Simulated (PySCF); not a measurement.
# C2H8B2: electronic excitations and core binding energies

Wanted: the electronic excitations and core binding energies of C2H8B2 (`BBCC`), by calculation.

The runs use PySCF 2.14.0, with density-fitted response routines of our own; the level of theory stands in each step. All values are computed, except where a source is named. Atoms are numbered from 0 throughout.

## 1. Starting geometry

12 atoms, charge 0, multiplicity 1; geometry from: GFN2-xTB.

Bonds of the start (Å): B0–B1 1.62, B1–C2 1.59, C2–C3 1.53, B0–H4 1.17, B0–H5 1.17, B1–H6 1.18, C2–H7 1.10, C2–H8 1.10, C3–H9 1.09, C3–H10 1.09, C3–H11 1.09.

## 2. Excited states and response: CAM-B3LYP/def2-SVPD

The job: settings as JSON, then the geometry in Å.

```
{"job": {"kind": "uv", "xc": "CAM-B3LYP", "basis": "def2-SVPD", "nstates": 8, "ntriplets": 3}, "charge": 0, "multiplicity": 1}
B      1.801055    -0.173319     0.701198
B      0.936370    -0.364091    -0.658113
C     -0.619783    -0.092120    -0.805455
C     -1.360591     0.394725     0.440552
H      1.962050    -1.038446     1.478632
H      2.342420     0.831564     0.976292
H      1.445469    -0.735852    -1.655468
H     -1.099063    -1.009763    -1.162291
H     -0.771593     0.633968    -1.610935
H     -1.274964    -0.332578     1.244927
H     -0.941085     1.335124     0.791353
H     -2.419086     0.550102     0.233281
```

With the program's defaults for keys left out, this is: TDDFT CAM-B3LYP/def2-SVPD, vertical, gas phase, core orbitals frozen in the response.

The run is started by

```sh
OMP_NUM_THREADS=1 python probes_run.py task.json out
```

The driver reads the jobs from task.json and runs them one after another.

The program printed:

```text
coarse grid: 9304 points
cycle   1  E = -130.4357856933  dE =  1.197e-01  |g| = 2.535e-01  |ddm| = 4.323e+00
cycle   2  E = -130.4467407219  dE = -1.096e-02  |g| = 1.938e-01  |ddm| = 8.380e-01
cycle   3  E = -130.4565433182  dE = -9.803e-03  |g| = 2.901e-02  |ddm| = 2.651e-01
cycle   4  E = -130.4568054752  dE = -2.622e-04  |g| = 6.028e-03  |ddm| = 7.311e-02
cycle   5  E = -130.4568172669  dE = -1.179e-05  |g| = 1.645e-03  |ddm| = 1.556e-02
cycle   6  E = -130.4568180377  dE = -7.708e-07  |g| = 4.044e-04  |ddm| = 3.410e-03
final grid: 87808 points
cycle   7  E = -130.4850107753  dE = -2.329e-05  |g| = 2.932e-03  |ddm| = 4.865e-02
cycle   8  E = -130.4850112456  dE = -4.702e-07  |g| = 2.692e-03  |ddm| = 8.774e-03
cycle   9  E = -130.4850131099  dE = -1.864e-06  |g| = 1.118e-04  |ddm| = 3.222e-03
cycle  10  E = -130.4850131141  dE = -4.176e-09  |g| = 5.064e-05  |ddm| = 3.822e-04
cycle  11  E = -130.4850131149  dE = -7.780e-10  |g| = 1.461e-05  |ddm| = 1.319e-04
converged SCF energy = -130.4850131149

Static polarisability (au): isotropic 54.052, principal 46.715 53.735 61.707

Singlet excitations
state   eV       nm        f      main configurations
  1   4.9134    252.3   0.00433   H->L 0.92
  2   5.3772    230.6   0.00177   H->L+1 0.97
  3   6.0586    204.6   0.00044   H-1->L+1 0.85
  4   6.2236    199.2   0.00029   H-3->L 0.44, H-2->L 0.43, H-1->L+1 0.10
  5   6.6487    186.5   0.05810   H-1->L 0.96
  6   7.8584    157.8   0.00011   H-2->L 0.49, H-3->L 0.49
  7   7.8997    156.9   0.07398   H->L+2 0.65, H-2->L+1 0.17, H-4->L 0.12
  8   8.0416    154.2   0.11330   H-2->L+1 0.79, H->L+2 0.11

Triplet excitations (Tamm-Dancoff, eV): 4.1684 4.6584 5.4636
```

Wall time 22 s (1 thread of Arm Neoverse N1, shared host); peak memory 0.58 GiB.

Frontier orbitals and where they lie:

```
orbital      eV                      atoms
 HOMO−3  -11.37  B0 25 %, C3 15 %, H4 12 %
 HOMO−2  -11.19  B0 22 %, C2 16 %, C3 13 %
 HOMO−1  -10.25  B1 29 %, C2 22 %, C3 18 %
   HOMO   -9.59  B1 29 %, B0 29 %, C2 15 %
   LUMO   -0.47  B0 49 %, B1 16 %, H5 11 %
 LUMO+1    0.09  B1 45 %, B0 18 %, C2 13 %
 LUMO+2    1.20   B1 33 %, B0 30 %, C3 7 %
```

With each of the 8 states as a Gaussian band of 0.4 eV half-width at 1/e, the curve within the window shown has maxima at 250 nm (ε 200), 187 nm (ε 2,400), 156 nm (ε 7,300) L/(mol cm). Beyond the last state computed it falls off for lack of states. The curve at chosen wavelengths:

(nm, ε (L/mol/cm)): (149, 3499), (155, 7320), (160, 5549), (166, 1720), (171, 568), (177, 1028), (182, 1937), (188, 2335), (193, 1791), (199, 863), (204, 362), (210, 115), (215, 63), (221, 67), (226, 90), (232, 125), (237, 154), (243, 184), (248, 196), (254, 191), (259, 169), (265, 130), (270, 96), (276, 60), (281, 38), (287, 20)

Further results of this job:

```
           property  computed
  dipole moment (D)      0.58
polarisability (Å³)      8.01
 HOMO–LUMO gap (eV)      9.12
      −ε(HOMO) (eV)      9.59
```

## 3. X-ray photoelectron lines: SCAN, X2C

The job, as its differences from that of step 2:

```diff
@@ -1,2 +1,2 @@
-{"job": {"kind": "uv", "xc": "CAM-B3LYP", "basis": "def2-SVPD", "nstates": 8, "ntriplets": 3}, "charge": 0, "multiplicity": 1}
+{"job": {"kind": "xps"}, "charge": 0, "multiplicity": 1}
 B      1.801055    -0.173319     0.701198
```

Method: delta-SCF UKS SCAN, pcX-2 on the ionised atom, pcseg-1 elsewhere, spin-free X2C.

The program printed:

```text
ground state, core basis on atom 0 (B), 127 functions
  cycle   1  E = -130.55838756  |g| = 4.32e-01
  cycle   2  E = -130.52724490  |g| = 5.47e-01
  cycle   3  E = -130.61421945  |g| = 5.40e-02
  cycle   4  E = -130.61506354  |g| = 1.78e-02
  cycle   5  E = -130.61514678  |g| = 6.46e-03
  cycle   6  E = -130.61515863  |g| = 1.40e-03
  cycle   7  E = -130.61515887  |g| = 4.67e-04
  E(ground) = -130.62198382 Eh
hole in B 1s of atom 0
  cycle   1  E = -123.02207858  |g| = 1.14e+00
  cycle   2  E = -121.35381299  |g| = 1.79e+00
  cycle   3  E = -123.24657733  |g| = 5.00e-01
  cycle   4  E = -123.39334693  |g| = 2.47e-01
  cycle   5  E = -123.42492525  |g| = 8.83e-02
  cycle   6  E = -123.42866878  |g| = 5.57e-02
  cycle   7  E = -123.43069565  |g| = 1.50e-02
  cycle   8  E = -123.43088412  |g| = 1.47e-02
  cycle   9  E = -123.43107372  |g| = 5.18e-03
  cycle  10  E = -123.43110420  |g| = 2.49e-03
  cycle  11  E = -123.43110934  |g| = 7.98e-04
  cycle  12  E = -123.43110982  |g| = 2.97e-04
  E(ion) = -123.43753758 Eh   <S^2> = 0.9350   hole on atom = 1.000   binding energy = 195.499 eV
ground state, core basis on atom 1 (B), 127 functions
  cycle   1  E = -130.61573568  |g| = 4.73e-02
  cycle   2  E = -130.61572203  |g| = 2.13e-02
  cycle   3  E = -130.61581123  |g| = 1.22e-02
  cycle   4  E = -130.61585874  |g| = 1.21e-03
  cycle   5  E = -130.61585998  |g| = 2.78e-04
  E(ground) = -130.62245217 Eh
hole in B 1s of atom 1
  cycle   1  E = -123.02810077  |g| = 1.16e+00
  cycle   2  E = -121.34663583  |g| = 1.88e+00
  cycle   3  E = -123.30435059  |g| = 4.54e-01
  cycle   4  E = -123.42110368  |g| = 1.73e-01
  cycle   5  E = -123.43550257  |g| = 5.38e-02
  cycle   6  E = -123.43699035  |g| = 1.79e-02
  cycle   7  E = -123.43720627  |g| = 1.03e-02
  cycle   8  E = -123.43729441  |g| = 3.90e-03
  cycle   9  E = -123.43730840  |g| = 1.37e-03
  cycle  10  E = -123.43731126  |g| = 8.00e-04
  cycle  11  E = -123.43731245  |g| = 1.76e-04
  E(ion) = -123.44374719 Eh   <S^2> = 0.7898   hole on atom = 1.000   binding energy = 195.343 eV
ground state, core basis on atom 2 (C), 127 functions
  cycle   1  E = -130.62334284  |g| = 5.69e-02
  cycle   2  E = -130.62332192  |g| = 1.61e-02
  cycle   3  E = -130.62330895  |g| = 1.76e-02
  cycle   4  E = -130.62339387  |g| = 1.44e-03
  cycle   5  E = -130.62339248  |g| = 2.76e-04
  E(ground) = -130.62912428 Eh
hole in C 1s of atom 2
  cycle   1  E = -119.39479093  |g| = 1.51e+00
  cycle   2  E = -118.78245104  |g| = 1.78e+00
  cycle   3  E = -119.92079569  |g| = 3.14e-01
  cycle   4  E = -119.95962024  |g| = 6.76e-02
  cycle   5  E = -119.96131118  |g| = 2.59e-02
  cycle   6  E = -119.96164623  |g| = 8.11e-03
  cycle   7  E = -119.96168544  |g| = 2.47e-03
  cycle   8  E = -119.96169086  |g| = 1.00e-03
  cycle   9  E = -119.96169219  |g| = 5.35e-04
  cycle  10  E = -119.96169260  |g| = 1.09e-04
  E(ion) = -119.96596126 Eh   <S^2> = 0.7681   hole on atom = 1.000   binding energy = 290.159 eV
ground state, core basis on atom 3 (C), 127 functions
  cycle   1  E = -130.62340017  |g| = 5.82e-02
  cycle   2  E = -130.62333300  |g| = 2.47e-02
  cycle   3  E = -130.62336798  |g| = 2.16e-02
  cycle   4  E = -130.62348638  |g| = 1.10e-03
  cycle   5  E = -130.62348651  |g| = 1.44e-04
  E(ground) = -130.62915225 Eh
hole in C 1s of atom 3
  cycle   1  E = -119.39412383  |g| = 1.50e+00
  cycle   2  E = -118.88070318  |g| = 1.71e+00
  cycle   3  E = -119.91575442  |g| = 2.95e-01
  cycle   4  E = -119.94847587  |g| = 5.38e-02
  cycle   5  E = -119.94949979  |g| = 2.14e-02
  cycle   6  E = -119.94977581  |g| = 6.72e-03
  cycle   7  E = -119.94980885  |g| = 2.06e-03
  cycle   8  E = -119.94981167  |g| = 1.19e-03
  cycle   9  E = -119.94981292  |g| = 6.07e-04
  cycle  10  E = -119.94981306  |g| = 8.27e-05
  E(ion) = -119.95444480 Eh   <S^2> = 0.7678   hole on atom = 1.000   binding energy = 290.474 eV
```

Run time: 52 s. Hardware: 1 thread of Arm Neoverse N1, shared host; peak memory 0.44 GiB.

Binding energies by hole, beside the orbital energy of the ground state; the difference holds orbital relaxation and, for a density functional, its self-interaction error:

```
     hole  stands for              environment          ΔSCF (eV)  −ε (eV)   ⟨S²⟩
B1s on B0          B0   boron bonded to B, 2 H  195.50 (doubtful)    179.7  0.935
B1s on B1          B1  boron bonded to C, B, H             195.34    179.6  0.790
C1s on C2          C2      sp3 CH2 bonded to B             290.16    273.2  0.768
C1s on C3          C3            methyl carbon             290.47    273.2  0.768
```

Doubtful: the ion did not converge, its hole moved, or its ⟨S²⟩ is well above 0.75.

## 4. Summary of results

```
                                                    quantity                        value
                        lowest singlet (CAM-B3LYP/def2-SVPD)  4.91 eV (252 nm), f = 0.004
                    brightest single state of those computed  state 8, 8.04 eV, f = 0.113
                                              lowest triplet                      4.17 eV
                            C1s binding energies, SCAN/pcX-2      C3 290.47, C2 290.16 eV
B1s binding energies, SCAN/pcX-2 (standing for 1 of 2 atoms)                 B1 195.34 eV
```

In words: The first singlet state (HOMO→LUMO 0.92) lies at 4.91 eV and is weak; of the 8 states computed, the strongest absorption comes from state 8 at 8.04 eV (the last computed, so partners may be missing). The lowest triplet lies 0.75 eV below the lowest singlet (triplets in Tamm-Dancoff, singlets in full TDDFT). The C1s levels kept as sound span 0.31 eV, from C2 (sp3 CH2 bonded to B) up to C3 (methyl carbon).
